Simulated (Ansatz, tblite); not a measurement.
# The cluster Zr2Se4+: one state, many levels

One table from this session's results is given with a row withheld; the runs are named, their logs left out.

The runs use Ansatz 0.2.0, Gaussian basis; as each input shows.

The runs, in order: GFN1-xTB, GFN2-xTB, PBE-D4/def2-TZVP, r2SCAN-D4/def2-TZVP, B97M-V/def2-TZVP, B3LYP-D4/def2-TZVP, BLYP-D4/def2-TZVP, PBE-D4/def2-SVP, PBE0-D4/def2-SVP, MP2/def2-TZVP, RPA/def2-TZVP.

3 further runs of the same task are left out: 3 set aside as unsound or not needed.

## The geometry

The geometry is that of the doublet, from an earlier relaxation (r2SCAN-D4/def2-SVP). At that level it is the lowest of the isomers that a small search found.

6 atoms, charge 1, spin multiplicity 2.

Bond lengths: Zr1–Se3 2.618 Å, Zr1–Se4 2.964 Å, Zr1–Se5 2.364 Å, Zr1–Se6 2.618 Å, Zr2–Se3 2.513 Å, Zr2–Se4 2.426 Å, Zr2–Se6 2.513 Å. Angles: Se3–Zr1–Se4 79.8°, Se3–Zr1–Se5 102.5°, Se3–Zr1–Se6 88.1°, Se4–Zr1–Se5 176.8°, Se4–Zr1–Se6 79.8°, Se5–Zr1–Se6 102.5°, Se3–Zr2–Se4 93.2°, Se3–Zr2–Se6 92.8°, Se4–Zr2–Se6 93.2°, Zr1–Se3–Zr2 75.0°, Zr1–Se4–Zr2 70.1°, Zr1–Se6–Zr2 75.0°.

Zr takes a core potential in the def2 sets. No spin-orbit coupling is included. The ion is computed in the gas phase, without counter-ions or solvent.

PBE0-D4/def2-TZVP was run before; its log isn't repeated, and its numbers join the tables.

The first run:

Tight binding, by tblite at 300 K electronic temperature and without a spin-polarisation term:

```python
tblite.interface.Calculator('GFN1-xTB', numbers, positions, charge=1, uhf=1).singlepoint()
```

Tight binding, by tblite at 300 K electronic temperature and without a spin-polarisation term:

```python
tblite.interface.Calculator('GFN2-xTB', numbers, positions, charge=1, uhf=1).singlepoint()
```

start.molden holds the orbitals of an earlier run on this state, given as this run's starting guess.

in.yaml

```yaml
crystal:
  periodic: [false, false, false]
  atoms:
    - {symbol: Zr, position_ang: [-0.001674, -0.789889, -0.826472]}
    - {symbol: Zr, position_ang: [0.033902, 1.752745, 0.988988]}
    - {symbol: Se, position_ang: [1.787737, -0.045995, 0.933132]}
    - {symbol: Se, position_ang: [0.133610, 2.113303, -1.407513]}
    - {symbol: Se, position_ang: [-0.106135, -3.127621, -0.491913]}
    - {symbol: Se, position_ang: [-1.847441, 0.097458, 0.803777]}
basis:
  gaussian: {orbitals: def2-TZVP, initial_orbitals: start.molden}
total_charge: 1
magnetization: {spin_polarized: true, initial_magnetization: 1}
hamiltonian: {xc: pbe, dispersion: d4}
scf: {omitted_lower_state_checks: [starts]}
output: {forces: true, orbitals: {seedname: orbitals}}
```

Command:

```sh
ansatz run in.yaml --threads 4 --pin off --events-out ev --progress --plain --max-ram 4787MiB
```

Among the steps run: PBE-D4/def2-TZVP; r2SCAN-D4/def2-TZVP; B97M-V/def2-TZVP; B3LYP-D4/def2-TZVP; BLYP-D4/def2-TZVP; PBE-D4/def2-SVP; PBE0-D4/def2-SVP; MP2/def2-TZVP; RPA/def2-TZVP.

One table of the session follows, with a row left open; its other results are not shown here.

| level | HOMO (eV) | LUMO (eV) | gap (eV) |
| --- | --- | --- | --- |
| PBE-D4/def2-SVP | -9.90 | -9.54 | 0.36 |
| PBE-D4/def2-TZVP | ? | ? | ? |
| BLYP-D4/def2-TZVP | -9.65 | -9.32 | 0.32 |
| r2SCAN-D4/def2-TZVP | -9.99 | -9.56 | 0.43 |
| B97M-V/def2-TZVP | -9.84 | -9.42 | 0.42 |
| B3LYP-D4/def2-TZVP | -10.37 | -9.14 | 1.22 |
| PBE0-D4/def2-SVP | -10.62 | -9.11 | 1.51 |
| PBE0-D4/def2-TZVP | -10.53 | -9.00 | 1.53 |

**Question.** Estimate the row for PBE-D4/def2-TZVP.

As computed: HOMO (eV): -9.83; LUMO (eV): -9.47; gap (eV): 0.36. In the column «HOMO (eV)» it lies between B97M-V/def2-TZVP (-9.84) and BLYP-D4/def2-TZVP (-9.65).
